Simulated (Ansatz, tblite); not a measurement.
# The cluster Mg3Te3: one state, many levels

Aim: run the singlet of the cluster Mg3Te3 at one geometry on many levels, and compare frontier levels, spin and run time.

The runs use Ansatz 0.2.0, Gaussian basis; as each input shows.

The runs, in order: GFN1-xTB, GFN2-xTB, PBE-D4/def2-TZVP, r2SCAN-D4/def2-TZVP, LC-ωPBE/def2-TZVP, r2SCANh-D4/def2-TZVP, PBE-D4/def2-SVP, PBE0-D4/def2-SVP, PBE0-D4/def2-TZVPD, PBE-D4/def2-TZVPD, r2SCAN-D4/def2-TZVPD, CCSD(T)/def2-SVP, MP2/def2-TZVP, RPA/def2-TZVP.

3 further runs of the same task are left out: 3 set aside as unsound or not needed.

## Step 1: The relaxed structure

The geometry is that of the singlet, from an earlier relaxation (PBE0-D4/def2-SVP). At that level it is the lowest of the isomers that a small search found.

6 atoms, charge 0, spin multiplicity 1.

Bond lengths: Mg1–Te4 2.625 Å, Mg1–Te5 2.624 Å, Mg2–Te4 2.625 Å, Mg2–Te6 2.624 Å, Mg3–Te5 2.625 Å, Mg3–Te6 2.625 Å. Angles: Te4–Mg1–Te5 159.3°, Te4–Mg2–Te6 159.3°, Te5–Mg3–Te6 159.8°, Mg1–Te4–Mg2 80.8°, Mg1–Te5–Mg3 80.4°, Mg2–Te6–Mg3 80.4°.

Te takes a core potential in the def2 sets. No spin-orbit coupling is included.

PBE0-D4/def2-TZVP was run before; its log isn't repeated, and its numbers join the tables.

## Step 2: GFN1-xTB

Tight binding, by tblite at 300 K electronic temperature and without a spin-polarisation term:

```python
tblite.interface.Calculator('GFN1-xTB', numbers, positions, charge=0, uhf=0).singlepoint()
```

Energy -372.2511 eV, HOMO -9.39 eV, LUMO -6.22 eV; 0.004 s.

## Step 3: GFN2-xTB

Tight binding, by tblite at 300 K electronic temperature and without a spin-polarisation term:

```python
tblite.interface.Calculator('GFN2-xTB', numbers, positions, charge=0, uhf=0).singlepoint()
```

Energy -299.3069 eV, HOMO -7.16 eV, LUMO -4.90 eV; 0.014 s.

## Step 4: PBE-D4/def2-TZVP

start.molden holds the orbitals of an earlier run on this state, given as this run's starting guess.

File in.yaml:

```yaml
crystal:
  periodic: [false, false, false]
  atoms:
    - {symbol: Mg, position_ang: [-0.764425, 1.807609, 0.007560]}
    - {symbol: Mg, position_ang: [1.946830, -0.247126, 0.025330]}
    - {symbol: Mg, position_ang: [-1.178455, -1.555287, -0.034088]}
    - {symbol: Te, position_ang: [1.797880, 2.372916, 0.067848]}
    - {symbol: Te, position_ang: [-2.960505, 0.371816, -0.046839]}
    - {symbol: Te, position_ang: [1.158685, -2.749928, -0.019830]}
basis:
  gaussian: {orbitals: def2-TZVP, initial_orbitals: start.molden}
hamiltonian: {xc: pbe, dispersion: d4}
scf: {omitted_lower_state_checks: [starts]}
output: {orbitals: {seedname: orbitals}}
```

Command:

```bash
$ ansatz run in.yaml --threads 4 --pin off --events-out ev --progress --plain --max-ram 4787MiB
```

Further steps of the session: r2SCAN-D4/def2-TZVP; LC-ωPBE/def2-TZVP; r2SCANh-D4/def2-TZVP; PBE-D4/def2-SVP; PBE0-D4/def2-SVP; PBE0-D4/def2-TZVPD; PBE-D4/def2-TZVPD; r2SCAN-D4/def2-TZVPD; CCSD(T)/def2-SVP; MP2/def2-TZVP; RPA/def2-TZVP.

Q: Predict the results of all the runs planned. Wanted: gap in def2-TZVP, named functionals, smallest and largest; correlation energy, CCSD(T)/def2-SVP; correlation energy, MP2/def2-TZVP; binding an atom, CCSD(T)/def2-SVP; PBE0 total energy, smallest basis above largest.

The runs gave:

```
                                                 quantity                                value
gap in def2-TZVP, named functionals, smallest and largest  2.51 eV (PBE-D4), 8.17 eV (LC-ωPBE)
                     correlation energy, CCSD(T)/def2-SVP                            -13.34 eV
                        correlation energy, MP2/def2-TZVP                            -53.02 eV
                        binding an atom, CCSD(T)/def2-SVP                             1.902 eV
          PBE0 total energy, smallest basis above largest       6.49 eV (def2-SVP, def2-TZVPD)
```

In words: Over the named functionals in def2-TZVP the gap runs from 2.51 eV (PBE-D4) to 8.17 eV (LC-ωPBE); exact exchange widens it. The functionals in def2-TZVP miss CCSD(T)/def2-SVP by +0.201 (LC-ωPBE) to +0.323 eV (r2SCAN-D4) an atom. The yardstick is in a double-zeta basis, so levels in larger sets aren't compared like for like. CCSD(T)/def2-SVP isn't at the basis-set limit; small misses against it rank nothing.
